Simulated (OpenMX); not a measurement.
**SiF in OpenMX: the effect of dispersion**

Crystal: SiF.

```xyz
2
Lattice="3.0286 0.0000 0.0000 0.0000 3.0286 0.0000 0.0000 0.0000 3.0286" Properties=species:S:1:pos:R:3 pbc="T T T"
Si    1.5143    1.5143    1.5143
F     0.0000    0.0000    0.0000
```

The cell was built by a generator and needn't be a form met in nature.

Alike in all runs:

| Quantity | Value |
| --- | --- |
| Program | OpenMX 3.8.5 |
| Task | single point |
| Functional | PBE |
| Potentials or basis | OpenMX 2013 PBE set, Si7.0-s2p2d1, F6.0-s2p2d1, grid cutoff 400 Ry |
| k mesh | 7 × 7 × 7 |
| Occupations | fermi-dirac, width 0.05 eV |
| Spin | no spin polarisation |

```csv
dispersion,pressure (GPa)
none,0.2
D3,-0.5
D3(BJ),?
D4,-0.2
```

What does the run with dispersion D3(BJ) give?

Pressure -1.6 GPa.

Caveats: the basis of atomic orbitals isn't converged, which shifts pressures, moduli and gaps; an odd number of electrons without spin polarisation forces a metal; a magnetic or distorted state may lie lower; pairwise dispersion overbinds metals, which lowers pressure and volume (some runs).
